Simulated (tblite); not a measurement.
# C6H12BBrO: the cost of one run

Programs: tblite 0.8.0 and PySCF 2.14.0, with density-fitted response routines of our own. Each step states its level of theory. These are calculated values for one molecule in the gas phase, unless marked as measured. Atoms count from 0, in the outputs and in this text.

## (1) The starting structure

21 atoms, charge 0, multiplicity 1; geometry from: force field or distance geometry start.

Bonds of the start (Å): C0–O1 1.41, O1–B2 1.46, B2–C3 1.55, C3–C4 1.49, C4–C5 1.50, C5–C6 1.51, C6–Br7 1.93, C6–C8 1.51, C8–B2 1.59, C0–H9 1.12, C0–H10 1.10, C0–H11 1.12, C3–H12 1.11, C3–H13 1.13, C4–H14 1.12, C4–H15 1.12, C5–H16 1.12, C5–H17 1.11, C6–H18 1.11, C8–H19 1.11, C8–H20 1.12.

## (2) Relaxing the molecule with GFN2-xTB

The job: settings as JSON, then the geometry in Å.

```
{"job": {"kind": "relax", "xc": "GFN2-xTB", "basis": "xTB"}, "charge": 0, "multiplicity": 1}
C      2.823200     0.323000    -0.222400
O      2.014900    -0.325300    -1.182000
B      0.605000    -0.291000    -0.808100
C     -0.009000    -1.521900    -0.087900
C     -1.329600    -1.320000     0.581600
C     -1.941000     0.035300     0.415500
C     -0.950500     1.173400     0.438600
Br    -1.812200     2.893400     0.544900
C     -0.162500     1.102700    -0.846600
H      2.528900     1.402600    -0.186100
H      3.854300     0.246000    -0.589600
H      2.691700    -0.170300     0.774700
H     -0.067800    -2.354500    -0.816500
H      0.731500    -1.873500     0.685400
H     -2.052200    -2.049200     0.145000
H     -1.255500    -1.581700     1.671300
H     -2.606800     0.202000     1.302800
H     -2.548900     0.034500    -0.517300
H     -0.237900     1.013700     1.269800
H      0.544100     1.958300    -0.827800
H     -0.828800     1.119400    -1.745700
```

Run with:

```sh
> OMP_NUM_THREADS=1 python probes_run.py task.json out
```

The driver reads the jobs from task.json and runs them one after another.

Q: Estimate the wall time and peak memory of this first job on 1 thread of Arm Neoverse N1, shared host.

About 1.9 s, with a peak of 0.18 GiB.
